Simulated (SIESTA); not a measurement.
The system is Si7Ge.

```
Ge Si
1.0
     5.46540    0.00000    0.00000
     0.00000    5.46540    0.00000
     0.00000    0.00000    5.46540
Ge Si
1 7
Direct
  0.00000 0.00000 0.00000
  0.25262 0.74738 0.74738
  0.74738 0.74738 0.25262
  0.74738 0.25262 0.74738
  0.50000 0.00000 0.50000
  0.50000 0.50000 0.00000
  0.00000 0.50000 0.50000
  0.25262 0.25262 0.25262
```

The cell comes from a database or a generator and needn't be the stable form of this composition.

```yaml
Program: SIESTA 5.4.2
Task: single point
Functional: PBEsol
Potentials_or_basis: PseudoDojo 0.4 standard (PBEsol files)
Basis: DZP (energy shift 0.003 Ry; two zetas on semicore shells)
Grid_cutoff: 800 Ry
Energy_shift: 0.003 Ry
k_mesh: 5 × 5 × 5
Occupations: fermi-dirac, width 0.05 eV
Spin: no spin polarisation
```

On this cell: pressure 0.9 GPa; largest force 0.024 eV/Å; band gap on the k mesh 0.29 eV, direct.

The same run follows on a disturbed copy (atoms moved at random, drawn with an rms of 0.05 Å):

```
Ge Si
1.0
     5.46540    0.00000    0.00000
     0.00000    5.46540    0.00000
     0.00000    0.00000    5.46540
Ge Si
1 7
Cartesian
  0.0516 0.0046 -0.0209
  1.3453 4.0886 4.0870
  4.0889 4.0623 1.3681
  4.1189 1.3944 4.0791
  2.7094 -0.0580 2.7330
  2.7064 2.7444 0.0356
  0.0324 2.7117 2.6914
  1.3771 1.3984 1.3843
```

**Question.** What does the disturbed cell give?

**Answer.** The energy moves by +16.0 meV/atom; pressure 1.1 GPa; largest force 0.923 eV/Å; band gap on the k mesh 0.23 eV, direct.

Forces on the atoms (eV/Å):
```
Ge  -0.797  0.199  0.390
Si   0.451 -0.556 -0.136
Si   0.225  0.374 -0.010
Si  -0.642 -0.219 -0.037
Si   0.485  0.739  0.065
Si   0.366 -0.144 -0.771
Si  -0.596  0.379  0.509
Si   0.508 -0.770 -0.010
```

Stress tensor (GPa, compression positive):
```
 1.04 -0.21 -0.87
-0.21  1.06  0.50
-0.87  0.50  1.10
```

Caveats: an odd mesh through Γ misses points on the zone boundary, where band edges often lie; the basis of atomic orbitals isn't converged, which shifts pressures, moduli and gaps.
